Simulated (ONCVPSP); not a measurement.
# Pseudopotential generation for Al: ONCV, PBE

Do these settings give a usable potential? It is generated, then checked for transferability, scattering, ghosts and hardness.

Method: ONCVPSP 4.0.1, PBE, scalar-relativistic.

**1. The atom and the settings**

Typed settings, in words:

```
element                 : aluminium (Al, Z = 13)
type                    : optimised norm-conserving Vanderbilt (ONCV)
frozen core             : [He]
valence charge          : 11
reference configuration : 2s2 2p6 3s2 3p1
partial waves           : 2s+3s: rc 0.85 bohr, ncon 4, nbas 8, qcut 17.9 1/bohr, 2 projectors; 2p+3p: rc 1.00 bohr, ncon 4, nbas 8, qcut 17.4 1/bohr, 3 projectors, debl 3.2 Ha
local potential         : polynomial inside 0.60 bohr (lpopt 5, dvloc0 0 Ha)
core correction         : Teter function fitted to the true core (icmod 2), fcfact 0.3
```

The nodes and maxima of the atom's own shells, from an earlier all-electron run, set the scale for the radii.

All-electron outer shells of the reference configuration (PBE, scalar-relativistic, ld1.x):

```tsv
shell	level (eV)	outermost node (bohr)	outermost maximum (bohr)
1s	-1511.14	–	0.08
2s	-108.17	0.16	0.50
2p	-69.64	–	0.43
3s	-7.75	0.80	2.09
3p	-2.71	0.82	2.64
```

**2. Generating the potential**

Contents of Al.dat:

```
# ATOM AND REFERENCE CONFIGURATION
# atsym  z   nc   nv     iexc    psfile
  Al 13.00    1    4        4      upf
#
#   n    l    f
    1    0    2.00
    2    0    2.00
    2    1    6.00
    3    0    2.00
    3    1    1.00
#
# PSEUDOPOTENTIAL AND OPTIMIZATION
# lmax
    1
#
#   l,   rc,      ep,       ncon, nbas, qcut
    0    0.85    0.00    4    8   17.90
    1    1.00    0.00    4    8   17.40
#
# LOCAL POTENTIAL
# lloc, lpopt,  rc(5),   dvloc0
    4    5    0.60    0.00
#
# VANDERBILT-KLEINMAN-BYLANDER PROJECTORs
# l, nproj, debl
    0    2    3.30
    1    3    3.20
#
# MODEL CORE CHARGE
# icmod, fcfact, rcfact
    2    0.30    1.05
#
# LOG DERIVATIVE ANALYSIS
# epsh1, epsh2, depsh
   -5.00    5.00    0.04
#
# OUTPUT GRID
# rlmax, drl
    6.00    0.01
#
# TEST CONFIGURATIONS
# ncnf
    4
# nvcnf
#   n    l    f
    4
    2    0    2.00
    2    1    6.00
    3    0    2.00
    3    1    0.00
#
    4
    2    0    2.00
    2    1    6.00
    3    0    1.00
    3    1    0.00
#
    4
    2    0    2.00
    2    1    6.00
    3    0    0.00
    3    1    0.00
#
    4
    2    0    2.00
    2    1    6.00
    3    0    0.00
    3    1    3.00
#
```

Launch:

```console
$ oncvpsp.x < Al.dat > Al.out
```

Before running it: what results should come out? Wanted: cutoffs for 1 and 0.1 mHa per electron, occupied waves; bound ghosts; GHOST(+) flags; largest test error; largest phase difference near zero energy, channels read; rms error of d²Exc/dn², without and with the model core.

**Answer**, as computed:

```
                                                quantity                                            value
  cutoffs for 1 and 0.1 mHa per electron, occupied waves                                 96 Ha and 110 Ha
                                            bound ghosts                                       none found
                                          GHOST(+) flags                               none at low energy
                            largest test error (AE − PS)  +0.3 meV, for 2s2 2p6 3s0 3p3 (1 test unsolved)
largest phase difference near zero energy, channels read                                        0.000 rad
 rms error of d²Exc/dn², without and with the model core                                1.38 and 1.75 mHa
```

By total energies transferability is very good where solved: the largest error is 0.3 meV on 10.5 eV, for 2s2 2p6 3s0 3p3. Of the tests 1 gave no usable energy difference, which is a warning in itself. It counts as very hard, with 96 Ha needed at the looser tolerance. The program's ghost test flags no bound state. Near zero energy the phases of the channels with partial waves agree within 0.001 rad.
